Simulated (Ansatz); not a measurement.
# MoNH (quintet): from Hartree-Fock to the top rungs, def2-TZVPP

One table from this session's results is given with a row withheld; the runs are named, their logs left out.

Program: Ansatz 0.2.0, Gaussian basis. Level of theory: def2-TZVPP, core rule «outside noble gas», up to 5 orbitals frozen. These are calculated values, not measurements.

Plan: UHF; ROHF; CCSD(T) on UHF.

2 further runs of the same task are left out: 2 set aside as unsound or not needed.

### The geometry

The geometry is a PBE0/def2-TZVP stationary point (not a proven minimum) of the parent state, kept for this charge and spin. No spin-orbit coupling is included. Elements past krypton take def2 core potentials.

3 atoms, charge 0, spin multiplicity 5.

Atoms are counted from 1 here; the program's logs count them from 0.

Bond lengths: Mo1–N2 1.671 Å, N2–H3 1.015 Å. Angles: Mo1–N2–H3 180.0°.

The first run:

The input, in.yaml:

```yaml
crystal:
  periodic: [false, false, false]
  atoms:
    - {symbol: Mo, position_ang: [0.000000, 0.000000, 1.452433]}
    - {symbol: N, position_ang: [0.000000, 0.000000, -0.218867]}
    - {symbol: H, position_ang: [0.000000, 0.000000, -1.233567]}
basis:
  gaussian: {orbitals: def2-TZVPP}
magnetization: {spin_polarized: true, initial_magnetization: 4}
hamiltonian: {xc: hf}
output: {orbitals: {seedname: orbitals}}
```

Launch:

```console
> ansatz run in.yaml --threads 1 --pin off --events-out ev --progress --plain --max-ram 4096MiB --backend cpu
```

Steps of the session up to this table: UHF; ROHF; CCSD(T) on UHF.

One of the session's tables, all rows but one given; the rest of the session is left out.

It belongs to the step «Misses and costs». 

| method | from UCCSD(T) (meV) |
| --- | --- |
| ROHF | +10582.2 |
| UHF | +10029.9 |
| UMP2 | ? |
| UCCSD | +548.1 |
| UCCSD(T) | 0 |

Estimate the missing values for UMP2.

The run gave: from UCCSD(T) (meV): +1101.0. In the column «from UCCSD(T) (meV)» it lies between UCCSD (+548.1) and UHF (+10029.9).
